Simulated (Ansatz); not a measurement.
Task: an all-electron LAPW single point of YbAg, space group Pm-3m, with Ansatz's Python interface. Give the script and its output. Settings: LDA, LAPW, the default cutoff (243 eV here), 8×8×8 k-points, Fermi-Dirac smearing of 0.05 eV.

```
CELL_PARAMETERS angstrom
3.67870 0.00000 0.00000
0.00000 3.67870 0.00000
0.00000 0.00000 3.67870
ATOMIC_POSITIONS crystal
Yb 0.50000 0.50000 0.50000
Ag 0.00000 0.00000 0.00000
```

`run_lapw.py`
```python
'''All-electron LAPW single point of YbAg.'''

import ansatz

lattice = ansatz.Lattice.of(
    (3.6787, 0.0, 0.0),
    (0.0, 3.6787, 0.0),
    (0.0, 0.0, 3.6787),
)
sites = [
    ('Yb', (0.5, 0.5, 0.5)),
    ('Ag', (0.0, 0.0, 0.0)),
]
cell = ansatz.Crystal(lattice=lattice)
for symbol, position in sites:
    cell = cell.atom(symbol, position)

calc = (
    cell.calculation()
    .occupations('fermi_dirac', width=0.05)
    .scf(tolerance=1e-08, max_iterations=200, extra_bands=2)
    .functional(ansatz.Functional.LDA)
    .kpoints(8, 8, 8, shift=0.5)
    .pseudopotentials('all_electron', lapw=True, basis_error=0.0005)
    .band_table()
)
session = calc.session()
planned = session.plan(threads=1)
result = planned.execute()
summary = result.report

print(f'free energy      {summary["free_energy_ev"]:.5f} eV')
print(f'per atom         {summary["free_energy_ev"] / len(result.lattice.sites):.5f} eV')
print(f'SCF iterations   {summary["n_iterations"]}  (converged: {summary["converged"]})')

gap = None if 'band_edges_ev' not in summary else summary['band_edges_ev'][1] - summary['band_edges_ev'][0]
print('gap on the k mesh:', 'withheld (metal, or smearing too wide to tell)' if gap is None else f'{gap:.3f} eV')
print('lowest empty less highest filled band, by band count:', round(summary['gap_by_band_count_ev'], 3), 'eV')

errors = summary['lapw_basis_errors']
print(f'estimated basis error {1000 * errors["total_ev_per_atom"]:.3f} meV/atom, target {1000 * errors["basis_error_target_ev_per_atom"]:.3f}')
for sphere in errors['spheres']:
    print(f'  {sphere["species"]:2s} muffin-tin radius {sphere["muffin_tin_radius_ang"]:.3f} A, core shells {sphere["core_shells"]}')
```

Running `python run_lapw.py` prints:
```text
free energy      -526833.57875 eV
per atom         -263416.78938 eV
SCF iterations   19  (converged: True)
gap on the k mesh: withheld (metal, or smearing too wide to tell)
lowest empty less highest filled band, by band count: -1.992 eV
estimated basis error 0.086 meV/atom, target 0.500
  Ag muffin-tin radius 1.483 A, core shells 6
  Yb muffin-tin radius 1.703 A, core shells 8
```

Caveats:
- These settings explore the input space; cutoff and mesh may be short of convergence.
- Semilocal functionals put the nearly full 4f shell of Yb too close to the Fermi level.
- The mesh is modest for a metal, so energies can be off by several to tens of meV an atom and pressures by half a GPa or more; differences at equal mesh fare better.
- A gap by band count of zero or less means overlapping bands, a metal, and at an odd count of electrons it is no gap at all.
- The structure is a deposited one; some such entries were measured under pressure or heat, so a shift against it needn't be the functional's error alone.
- Gaps and levels are Kohn-Sham values on a finite set of k-points, without spin-orbit coupling.
- Wall time of the script: 12 s on 1 thread of Arm Neoverse V2, on a shared host, peak memory 0.38 GiB.

(Lines on the test bed's own set-up are left out of the output.)
